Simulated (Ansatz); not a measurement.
# C₂H₆SeSi: one species, many methods

The task here is to estimate one member of a computed series from the others.

Program: Ansatz 0.2.0, Gaussian basis. Level of theory: functionals in def2-TZVPP, the program's frozen cores in correlated methods. These are calculated values, not measurements.

The runs, in order: PBE-D4, r2SCAN-D4, PBE0-D4, B3LYP-D4, ωB97X-V, ωB97M-V, B2PLYP; CCSD(T)/def2-TZVPP; MP2/def2-QZVPP; extrapolation to the limit.

## The relaxed structure

All runs share one geometry, relaxed beforehand with PBE0-D4 in a triple-zeta def2 set.

SMILES `C1[SiH2]C[Se]1`, 10 atoms, charge 0, spin multiplicity 1.

Atoms are counted from 1 here; the program's logs count them from 0.

Bond lengths: C1–Si2 1.880 Å, C1–Se4 1.980 Å, C1–H5 1.088 Å, C1–H6 1.089 Å, Si2–C3 1.880 Å, Si2–H7 1.486 Å, Si2–H8 1.491 Å, C3–Se4 1.980 Å, C3–H9 1.089 Å, C3–H10 1.088 Å. Angles: Si2–C1–Se4 88.9°, Si2–C1–H5 117.1°, Si2–C1–H6 116.6°, Se4–C1–H5 111.8°, Se4–C1–H6 110.5°, H5–C1–H6 110.1°, C1–Si2–C3 91.8°, C1–Si2–H7 111.0°, C1–Si2–H8 116.7°, C3–Si2–H7 111.0°, C3–Si2–H8 116.7°, H7–Si2–H8 108.7°, Si2–C3–Se4 88.9°, Si2–C3–H9 116.6°, Si2–C3–H10 117.1°, Se4–C3–H9 110.5°, Se4–C3–H10 111.8°, H9–C3–H10 110.1° and more.

The first run:

File in.yaml:

```yaml
crystal:
  periodic: [false, false, false]
  atoms:
    - {symbol: C, position_ang: [-0.993700, 0.495953, -0.854091]}
    - {symbol: Si, position_ang: [-0.172110, -0.887174, 0.119331]}
    - {symbol: C, position_ang: [1.130765, 0.284761, 0.801008]}
    - {symbol: Se, position_ang: [0.635848, 1.591082, -0.601523]}
    - {symbol: H, position_ang: [-1.196066, 0.307950, -1.906800]}
    - {symbol: H, position_ang: [-1.853119, 0.976053, -0.387677]}
    - {symbol: H, position_ang: [0.437654, -1.890669, -0.791406]}
    - {symbol: H, position_ang: [-1.020367, -1.600472, 1.117125]}
    - {symbol: H, position_ang: [0.943992, 0.697996, 1.791459]}
    - {symbol: H, position_ang: [2.170100, -0.026679, 0.715673]}
basis:
  gaussian: {orbitals: def2-TZVPP}
hamiltonian: {xc: pbe, dispersion: d4}
output: {forces: true, orbitals: {seedname: orbitals}}
```

Run with:

```bash
$ ansatz run in.yaml --threads 4 --pin off --events-out ev --progress --plain --max-ram 10444MiB
```

Among the steps run: PBE-D4 (GGA); r2SCAN-D4 (meta-GGA); PBE0-D4 (hybrid); B3LYP-D4 (hybrid); ωB97X-V (range-separated); ωB97M-V (range-separated); B2PLYP (double hybrid); CCSD(T) in def2-TZVPP; MP2 in def2-QZVPP.

One table of the session follows, with a row left open; its other results are not shown here.

It belongs to the step «Atomisation energies». 

```
            method  atomisation energy (kJ/mol)
            PBE-D4                            ?
         r2SCAN-D4                       3494.6
           PBE0-D4                       3496.7
          B3LYP-D4                       3474.9
           ωB97X-V                       3501.4
           ωB97M-V                       3487.3
            B2PLYP                       3437.3
     HF/def2-TZVPP                       2550.7
    MP2/def2-TZVPP                       3437.0
   CCSD/def2-TZVPP                       3350.9
CCSD(T)/def2-TZVPP                       3403.2
           MP2/CBS                       3526.0
       CCSD(T)/CBS                       3492.2
```

Q: Estimate the row for PBE-D4 from the others.

**Answer.** atomisation energy (kJ/mol): 3535.0. In the column «atomisation energy (kJ/mol)» it is the highest.

Limits of these values: Free atoms (2 C, 1 Si, 1 Se, 6 H) were run apart at each level; the atomisation energy is their sum less the molecule, without zero-point or spin-orbit terms.
